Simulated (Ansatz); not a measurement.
# CH₇FO₃Si₂: up Jacob's ladder to CCSD(T)

Aim: compute CH₇FO₃Si₂ with functionals from several rungs and with coupled cluster. The yardstick is the atomisation energy at the CCSD(T) limit.

Computed with Ansatz 0.2.0, Gaussian basis. Level: functionals in def2-TZVPP, the program's frozen cores in correlated methods.

Levels to be run: PBE-D4, r2SCAN-D4, PBE0-D4, B3LYP-D4, ωB97X-V, ωB97M-V, B2PLYP; CCSD(T)/def2-TZVPP; MP2/def2-QZVPP; extrapolation to the limit.

**1. The relaxed structure**

All runs share one geometry, relaxed beforehand with PBE0-D4 in a triple-zeta def2 set.

SMILES `C[Si@@H](O)O[Si@@H](O)F`, 14 atoms, charge 0, spin multiplicity 1.

Atoms are counted from 1 here; the program's logs count them from 0.

Bond lengths: C1–Si2 1.844 Å, C1–H8 1.092 Å, C1–H9 1.093 Å, C1–H10 1.092 Å, Si2–O3 1.640 Å, Si2–O4 1.650 Å, Si2–H11 1.486 Å, O3–H12 0.959 Å, O4–Si5 1.615 Å, Si5–O6 1.621 Å, Si5–F7 1.601 Å, Si5–H13 1.467 Å, O6–H14 0.958 Å. Angles: Si2–C1–H8 110.7°, Si2–C1–H9 110.5°, Si2–C1–H10 110.6°, H8–C1–H9 108.4°, H8–C1–H10 108.3°, H9–C1–H10 108.3°, C1–Si2–O3 107.5°, C1–Si2–O4 109.7°, C1–Si2–H11 112.6°, O3–Si2–O4 110.4°, O3–Si2–H11 110.7°, O4–Si2–H11 106.0°, Si2–O3–H12 117.8°, Si2–O4–Si5 140.6°, O4–Si5–O6 111.8°, O4–Si5–F7 106.5°, O4–Si5–H13 113.2°, O6–Si5–F7 110.3° and more.

As a file:

```xyz
14
CH7FO3Si2
C    -0.9004    2.1425    0.6698
Si    0.4225    0.9072    0.3175
O     0.9766    0.3519    1.7572
O    -0.1987   -0.3334   -0.5754
Si   -0.1533   -1.9449   -0.6730
O    -0.1127   -2.4527   -2.2114
F     1.1696   -2.4094    0.1000
H    -1.3319    2.5210   -0.2595
H    -1.6993    1.6894    1.2614
H    -0.4970    2.9888    1.2307
H     1.5340    1.4763   -0.4887
H     1.6400   -0.3407    1.7440
H    -1.3014   -2.5944   -0.0320
H     0.4520   -2.0017   -2.8407
```

**2. PBE-D4 (GGA)**

in.yaml reads:

```yaml
crystal:
  periodic: [false, false, false]
  atoms:
    - {symbol: C, position_ang: [-0.900361, 2.142548, 0.669844]}
    - {symbol: Si, position_ang: [0.422479, 0.907154, 0.317486]}
    - {symbol: O, position_ang: [0.976571, 0.351885, 1.757246]}
    - {symbol: O, position_ang: [-0.198682, -0.333413, -0.575371]}
    - {symbol: Si, position_ang: [-0.153259, -1.944862, -0.672964]}
    - {symbol: O, position_ang: [-0.112706, -2.452709, -2.211407]}
    - {symbol: F, position_ang: [1.169560, -2.409368, 0.099994]}
    - {symbol: H, position_ang: [-1.331948, 2.521045, -0.259531]}
    - {symbol: H, position_ang: [-1.699310, 1.689410, 1.261436]}
    - {symbol: H, position_ang: [-0.496967, 2.988765, 1.230676]}
    - {symbol: H, position_ang: [1.534001, 1.476349, -0.488742]}
    - {symbol: H, position_ang: [1.640039, -0.340679, 1.744024]}
    - {symbol: H, position_ang: [-1.301360, -2.594394, -0.032033]}
    - {symbol: H, position_ang: [0.451963, -2.001731, -2.840667]}
basis:
  gaussian: {orbitals: def2-TZVPP}
hamiltonian: {xc: pbe, dispersion: d4}
output: {forces: true, orbitals: {seedname: orbitals}}
```

On the command line:

```
$ ansatz run in.yaml --threads 2 --pin off --events-out ev --progress --plain --max-ram 22528MiB --backend cuda --devices 0, --max-vram 18GiB
```

After this run come: r2SCAN-D4 (meta-GGA); PBE0-D4 (hybrid); B3LYP-D4 (hybrid); ωB97X-V (range-separated); ωB97M-V (range-separated); B2PLYP (double hybrid); CCSD(T) in def2-TZVPP; MP2 in def2-QZVPP.

Q: Predict the results of all the runs planned. Wanted: atomisation energy, CCSD(T)/CBS; farthest; mean size of error, hybrid; mean size of error, range-separated; gap, smallest and largest; T1 diagnostic; triples share of the correlation energy.

**Answer**, as computed:

| quantity | value |
| --- | --- |
| atomisation energy, CCSD(T)/CBS | 5716.8 kJ/mol |
| functionals within 28.6 kJ/mol (0.5 %) | PBE-D4, r2SCAN-D4, ωB97X-V, ωB97M-V |
| farthest | PBE0-D4 (-103.6 kJ/mol) |
| mean size of error, hybrid | 84.2 kJ/mol |
| mean size of error, range-separated | 20.1 kJ/mol |
| gap, smallest and largest | 6.94 eV (PBE-D4), 13.61 eV (ωB97X-V) |
| T1 diagnostic | 0.0115 |
| triples share of the correlation energy | 3.3 % |

In words: PBE-D4 is off by -3.3 kJ/mol. Double hybrids carry the basis error of their MP2 part in triple zeta, and no dispersion term here, so their miss is partly the set-up's. The reference freezes the cores and leaves out relativity and excitations past (T), so misses under about 28.6 kJ/mol can't be ranked. Hartree-Fock recovers 73 % of the binding; the rest is correlation. The gap grows from 6.9 to 13.6 eV across the functionals, mostly with the share of exact exchange.
